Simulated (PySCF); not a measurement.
# ZnSb (quartet) at other levels of theory

Aim: see what other levels and later steps give for ZnSb (quartet).

Program: PySCF 2.14.0. Level of theory: method and basis as typed in the scripts. These are calculated values, not measurements.

7 further runs of the same task are left out: 3 for a known fault of the program, 4 that didn't finish.

### Step 1. Where the work starts

ZnSb (quartet): 2 atoms, charge 0, spin multiplicity 4.

Bond lengths: Zn1–Sb2 2.300 Å.

### Step 2. The run that the others are compared with

Input file input.py:

```python
from pyscf import gto, scf, mp

mol = gto.M(
    atom='Zn 0 0 0; Sb 0 0 2.3',
    basis='lanl2dz',
    ecp={'Zn': 'lanl2dz', 'Sb': 'lanl2dz'},
    charge=0,
    spin=3,
    verbose=3,
)
mf = scf.UHF(mol)
mf.kernel()
mp.MP2(mf).kernel()
mf.dip_moment()
print('orbital energies (hartree):', [e[max(0, n-3):n+3].round(4) for e, n in zip(mf.mo_energy, mol.nelec)])
```

On the command line:

```
python input.py
```

### Step 3. CASSCF (ROHF)

Edit 1 changes step after the SCF: mp2 → casscf; SCF type: UHF → ROHF; active space: none → 3 electrons in 4 orbitals.

Input file input.py:

```python
from pyscf import gto, scf, mcscf

mol = gto.M(
    atom='Zn 0 0 0; Sb 0 0 2.3',
    basis='lanl2dz',
    ecp={'Zn': 'lanl2dz', 'Sb': 'lanl2dz'},
    charge=0,
    spin=3,
    verbose=3,
)
mf = scf.ROHF(mol)
mf.kernel()
mc = mcscf.CASSCF(mf, 4, 3)
mc.kernel()
mc.analyze()
mf.dip_moment()
print('orbital energies (hartree):', mf.mo_energy[..., max(0, mol.nelec[1]-3):mol.nelec[0]+3].round(4))
```

### Step 4. Population analysis

Edit 2 changes step after the SCF: mp2 → analyze.

Edit input.py of step 2 so:

```diff
@@ -1,2 +1,2 @@
-from pyscf import gto, scf, mp
+from pyscf import gto, scf
 
@@ -12,3 +12,3 @@
 mf.kernel()
-mp.MP2(mf).kernel()
+mf.mulliken_pop()
 mf.dip_moment()
```

### Step 5. NEVPT2 (ROHF)

Edit 3 changes step after the SCF: mp2 → nevpt2; SCF type: UHF → ROHF; active space: none → 7 electrons in 6 orbitals.

Input file input.py:

```python
from pyscf import gto, scf, mcscf, mrpt

mol = gto.M(
    atom='Zn 0 0 0; Sb 0 0 2.3',
    basis='lanl2dz',
    ecp={'Zn': 'lanl2dz', 'Sb': 'lanl2dz'},
    charge=0,
    spin=3,
    verbose=3,
)
mf = scf.ROHF(mol)
mf.kernel()
mc = mcscf.CASSCF(mf, 6, 7)
mc.kernel()
mc.analyze()
mrpt.NEVPT(mc).kernel()
mf.dip_moment()
print('orbital energies (hartree):', mf.mo_energy[..., max(0, mol.nelec[1]-3):mol.nelec[0]+3].round(4))
```

### Step 6. SCF alone

Edit 4 changes step after the SCF: mp2 → none.

Edit input.py of step 2 so:

```diff
@@ -1,2 +1,2 @@
-from pyscf import gto, scf, mp
+from pyscf import gto, scf
 
@@ -12,3 +12,2 @@
 mf.kernel()
-mp.MP2(mf).kernel()
 mf.dip_moment()
```

### Step 7. Lc_wpbe (UKS)

Edit 5 changes functional: none (Hartree–Fock) → lc_wpbe; SCF type: UHF → UKS; step after the SCF: mp2 → analyze.

Edit input.py of step 2 so:

```diff
@@ -1,2 +1,2 @@
-from pyscf import gto, scf, mp
+from pyscf import gto, dft
 
@@ -10,5 +10,5 @@
 )
-mf = scf.UHF(mol)
+mf = dft.UKS(mol, xc='lc_wpbe')
 mf.kernel()
-mp.MP2(mf).kernel()
+mf.mulliken_pop()
 mf.dip_moment()
```

What does the calculation give? Wanted: for each run, E(SCF); from base; SCF dipole; after the SCF.

**Answer**, as computed:

```
                run  E(SCF) (hartree)  from base (eV)  SCF dipole (D)                                                                 after the SCF
               base        -68.722695               0            0.85                                                     MP2 correlation -5.260 eV
      CASSCF (ROHF)        -68.719599         +0.0843            0.93          CASSCF correlation 0.000 eV (this space leaves nothing to correlate)
population analysis        -68.722695          0.0000            0.85                                                                           n/a
      NEVPT2 (ROHF)        -68.719599         +0.0843            0.93  NEVPT2 correlation -5.410 eV (from the SCF energy, the CASSCF gain included)
          SCF alone        -68.722695          0.0000            0.85                                                                           n/a
      lc_wpbe (UKS)        -71.203191  not comparable            0.77                                                                           n/a
```

In words: Total energies of different functionals can't be compared with each other; differences within one functional can. The dearest run is “lc_wpbe (UKS)”, at 4.5 s against 1.3 s.
